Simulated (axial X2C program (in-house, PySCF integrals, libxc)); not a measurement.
# BrB: properties at the nuclei

Aim: properties at the nuclei of BrB, with spin–orbit coupling in the Hamiltonian from the start.

The runs use an in-house X2C program for linear molecules on PySCF integrals; two-component X2C with atomic mean-field terms, Br dyall-cv3z, B dyall-v3z.

All values are calculated.

### 1 The job

Input file task.json:

```json
{"zs": [35, 5], "q": 0, "bas": ["dyall-cv3z", "dyall-v3z"], "r0": 1.99, "levels": ["PBE0", "HF", "B3LYP", "BP86", "BHandHLYP"], "nst": 3}
```

Keys: zs atomic numbers; q charge; bas basis sets; r0 starting distance in Å; levels methods (HF also brings MP2); nst determinants followed.

Run with:

```bash
$ python soeom.py task.json out
```

Nuclei are Gaussian, cores are contracted, and the Gaunt term is on.

### 2 Expectation values, lowest determinant

R = 1.893 Å. State: Ω = 0 (closed shell).

Output of the PBE0 run:

```text
two-component X2C + atomic mean field  PBE0
basis functions 144  fitting functions 841  grid points 5076
iter        total energy     max residual
   1      -2629.901131978     4.12e-05
   2      -2629.901131989     2.75e-05
   3      -2629.901131992     5.89e-06
converged
one-electron -3750.42887565  Coulomb 1169.15383660  exact exchange -23.72044809  xc functional -72.83214500  nuclear repulsion 48.92023873  atomic mean-field constant -0.99373857
```

The highest occupied spinor is 46% B s, 35% B p, 14% Br p.

```csv
level,qzz Br (a.u.),qzz B (a.u.),μ (D)
PBE0,1.91,-0.43,-1.48
HF,2.41,-0.47,-1.25
B3LYP,1.98,-0.45,-1.50
BP86,1.70,-0.42,-1.59
BHandHLYP,2.20,-0.47,-1.36
```

Eeff is the effective electric field on the electron dipole moment in this Ω state and Ws the scalar–pseudoscalar constant (defined with the proton number Z and per Ω); A∥ is the parallel hyperfine constant, which follows by multiplying with the nuclear g factor gI = μI/(I μN); qzz is the electric field gradient, eQq0 = 234.96 MHz × Q/barn × qzz; μ is positive if B is the positive end. The operators were transformed with the bare-nucleus X2C matrices.

### 3 Expectation values, a higher determinant

R = 1.893 Å. State: Ω = 2 (excess of +ω over −ω: ω = 1/2, ω = 3/2), 2.06 eV above the lowest in the PBE0 search for states (made at or near this distance, with looser thresholds).

Output of the PBE0 run:

```text
two-component X2C + atomic mean field  PBE0
basis functions 144  fitting functions 841  grid points 5076
iter        total energy     max residual
   1      -2629.825354810     8.48e-05
   2      -2629.825354820     5.58e-05
   3      -2629.825354822     6.06e-06
converged
one-electron -3750.70789516  Coulomb 1169.54458560  exact exchange -23.73598656  xc functional -72.85255886  nuclear repulsion 48.92023873  atomic mean-field constant -0.99373857
```

The highest occupied spinor is 74% B p, 17% Br p, 5% Br d.

```csv
level,Eeff magnitude (GV/cm),Ws magnitude Br (kHz),A∥/gI Br (MHz),qzz Br (a.u.),A∥/gI B (MHz),qzz B (a.u.),μ (D)
PBE0,0.805,0.184,153,5.11,209,-0.01,-0.03
HF,0.675,0.155,118,5.19,223,-0.05,0.53
B3LYP,0.816,0.187,153,5.19,216,0.00,-0.09
BP86,0.801,0.184,169,4.95,206,0.00,-0.25
BHandHLYP,0.865,0.197,138,5.36,221,-0.01,0.16
```

### 4 What came out

| quantity | value |
| --- | --- |
| lowest determinant | Ω = 0 (closed shell) |
| qzz Br (a.u.), PBE0 | 1.91 |
| qzz B (a.u.), PBE0 | -0.43 |
| μ (D), PBE0 | -1.48 |
| higher determinant | Ω = 2 (excess of +ω over −ω: ω = 1/2, ω = 3/2) |
| Eeff magnitude (GV/cm), PBE0, higher determinant | 0.805 |
| Ws magnitude Br (kHz), PBE0, higher determinant | 0.184 |
| A∥/gI Br (MHz), PBE0, higher determinant | 153 |
| qzz Br (a.u.), PBE0, higher determinant | 5.11 |

What this shows: The expectation values come from single determinants, which for open shells can mix terms of unlike spin or miss the lowest Ω, so a determinant need not be a state. Eeff is the effective electric field on the electron dipole moment in this Ω state and Ws the scalar–pseudoscalar constant (defined with the proton number Z and per Ω); A∥ is the parallel hyperfine constant, which follows by multiplying with the nuclear g factor gI = μI/(I μN); qzz is the electric field gradient, eQq0 = 234.96 MHz × Q/barn × qzz; μ is positive if B is the positive end. The operators were transformed with the bare-nucleus X2C matrices.
